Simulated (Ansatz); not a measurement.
**Molecular dynamics of Nb**

Input file:

```yaml
accuracy: low
crystal:
  lattice:
    - [6.813049, 0.0, 0.0]
    - [0.0, 6.813049, 0.0]
    - [0.0, 0.0, 6.813049]
  atoms:
    - { symbol: Nb, position: [0.0, 0.0, 0.0] }
    - { symbol: Nb, position: [0.5, 0.0, 0.0] }
    - { symbol: Nb, position: [0.0, 0.5, 0.0] }
    - { symbol: Nb, position: [0.0, 0.0, 0.5] }
    - { symbol: Nb, position: [0.25, 0.25, 0.25] }
    - { symbol: Nb, position: [0.5, 0.5, 0.0] }
    - { symbol: Nb, position: [0.5, 0.0, 0.5] }
    - { symbol: Nb, position: [0.75, 0.25, 0.25] }
    - { symbol: Nb, position: [0.0, 0.5, 0.5] }
    - { symbol: Nb, position: [0.25, 0.75, 0.25] }
    - { symbol: Nb, position: [0.25, 0.25, 0.75] }
    - { symbol: Nb, position: [0.5, 0.5, 0.5] }
    - { symbol: Nb, position: [0.75, 0.75, 0.25] }
    - { symbol: Nb, position: [0.75, 0.25, 0.75] }
    - { symbol: Nb, position: [0.25, 0.75, 0.75] }
    - { symbol: Nb, position: [0.75, 0.75, 0.75] }
basis:
  ecutwfc: 420.0
kpoints:
  mp_grid: { grid: [2, 2, 2] }
hamiltonian:
  xc: pbesol
scf:
  occupations: { method: fermi_dirac, width: 0.17 }
  lower_state_search: "off"
md:
  timestep: 3
  n_steps: 100
  ensemble: nvt_langevin
  temperature: 2000.0
  initial_velocities: maxwell_boltzmann
  seed: 777780
  friction: 0.02
```

Launched with:

```bash
$ ansatz run input.yaml --threads 2 --pin off --max-ram 5120MiB --backend cpu --events-out ev --progress --plain --runs-dir out
```

It starts from a structure without forces on its atoms.

Output, in part (one step line in 4):

```
md step     0: t =     0.00 fs  T =  1875.0 K  F+E_penalty+E_count = -71927.14487398 eV  E_kin = 3.877800 eV  (6 SCF iters)
md step     4: t =    12.00 fs  T =  1310.0 K  F+E_penalty+E_count = -71926.89739102 eV  E_kin = 2.709292 eV  (6 SCF iters)
md step     8: t =    24.00 fs  T =  1519.3 K  F+E_penalty+E_count = -71926.23207411 eV  E_kin = 3.142190 eV  (6 SCF iters)
md step    12: t =    36.00 fs  T =  1527.0 K  F+E_penalty+E_count = -71925.23076532 eV  E_kin = 3.158012 eV  (6 SCF iters)
md step    16: t =    48.00 fs  T =  1251.5 K  F+E_penalty+E_count = -71924.34308733 eV  E_kin = 2.588219 eV  (6 SCF iters)
md step    20: t =    60.00 fs  T =  1002.9 K  F+E_penalty+E_count = -71923.94249046 eV  E_kin = 2.074205 eV  (6 SCF iters)
md step    24: t =    72.00 fs  T =  1382.6 K  F+E_penalty+E_count = -71923.69283347 eV  E_kin = 2.859477 eV  (6 SCF iters)
md step    28: t =    84.00 fs  T =  1385.2 K  F+E_penalty+E_count = -71923.63875665 eV  E_kin = 2.864894 eV  (6 SCF iters)
md step    32: t =    96.00 fs  T =  1552.9 K  F+E_penalty+E_count = -71923.76562933 eV  E_kin = 3.211685 eV  (6 SCF iters)
md step    36: t =   108.00 fs  T =  1546.8 K  F+E_penalty+E_count = -71923.91879132 eV  E_kin = 3.198955 eV  (6 SCF iters)
md step    40: t =   120.00 fs  T =  1728.2 K  F+E_penalty+E_count = -71924.15224803 eV  E_kin = 3.574278 eV  (6 SCF iters)
md step    44: t =   132.00 fs  T =  2739.0 K  F+E_penalty+E_count = -71924.02180643 eV  E_kin = 5.664671 eV  (6 SCF iters)
md step    48: t =   144.00 fs  T =  2821.1 K  F+E_penalty+E_count = -71923.67453484 eV  E_kin = 5.834434 eV  (6 SCF iters)
md step    52: t =   156.00 fs  T =  3077.7 K  F+E_penalty+E_count = -71923.08059979 eV  E_kin = 6.365102 eV  (6 SCF iters)
md step    56: t =   168.00 fs  T =  1906.9 K  F+E_penalty+E_count = -71922.34807219 eV  E_kin = 3.943778 eV  (6 SCF iters)
md step    60: t =   180.00 fs  T =  1660.5 K  F+E_penalty+E_count = -71922.16436589 eV  E_kin = 3.434170 eV  (7 SCF iters)
md step    64: t =   192.00 fs  T =  1317.5 K  F+E_penalty+E_count = -71922.40026247 eV  E_kin = 2.724836 eV  (6 SCF iters)
md step    68: t =   204.00 fs  T =  1990.3 K  F+E_penalty+E_count = -71922.81144170 eV  E_kin = 4.116184 eV  (6 SCF iters)
md step    72: t =   216.00 fs  T =  2059.9 K  F+E_penalty+E_count = -71922.99572632 eV  E_kin = 4.260147 eV  (6 SCF iters)
md step    76: t =   228.00 fs  T =  1845.7 K  F+E_penalty+E_count = -71922.72881611 eV  E_kin = 3.817166 eV  (6 SCF iters)
md step    80: t =   240.00 fs  T =  2021.8 K  F+E_penalty+E_count = -71922.38939621 eV  E_kin = 4.181507 eV  (7 SCF iters)
md step    84: t =   252.00 fs  T =  1773.2 K  F+E_penalty+E_count = -71921.61024658 eV  E_kin = 3.667313 eV  (6 SCF iters)
md step    88: t =   264.00 fs  T =  1818.5 K  F+E_penalty+E_count = -71921.46276987 eV  E_kin = 3.760870 eV  (6 SCF iters)
md step    92: t =   276.00 fs  T =  2387.1 K  F+E_penalty+E_count = -71921.76825392 eV  E_kin = 4.936872 eV  (6 SCF iters)
md step    96: t =   288.00 fs  T =  2840.9 K  F+E_penalty+E_count = -71921.91341199 eV  E_kin = 5.875336 eV  (6 SCF iters)
md step   100: t =   300.00 fs  T =  2599.0 K  F+E_penalty+E_count = -71921.83670042 eV  E_kin = 5.375182 eV  (7 SCF iters)
```

All steps were run. A run of 0.3 ps of so small a system gives no equilibrium averages. Limits of this set-up: coarse k mesh, low accuracy level.

Mean squared displacements from the first frame to the last, about the centre of mass: Nb 0.12 Å².

Last frame:

```xyz
16
Lattice="6.8130 0.0000 0.0000 0.0000 6.8130 0.0000 0.0000 0.0000 6.8130" Properties=species:S:1:pos:R:3
Nb 0.408 0.750 -0.321
Nb 3.403 0.640 0.050
Nb -0.208 3.830 -0.297
Nb -0.072 0.370 3.598
Nb 1.406 2.033 1.860
Nb 3.320 3.603 0.213
Nb 3.262 0.301 3.205
Nb 5.061 2.162 1.577
Nb -0.111 4.104 3.522
Nb 1.486 5.054 1.503
Nb 1.723 2.139 5.081
Nb 3.050 3.884 3.484
Nb 4.887 5.215 1.898
Nb 4.967 2.215 5.067
Nb 1.454 5.474 4.860
Nb 4.646 5.929 4.941
```

Run time: 12 min on 2 threads of Arm Neoverse V2 (shared host), peak memory 0.96 GiB.
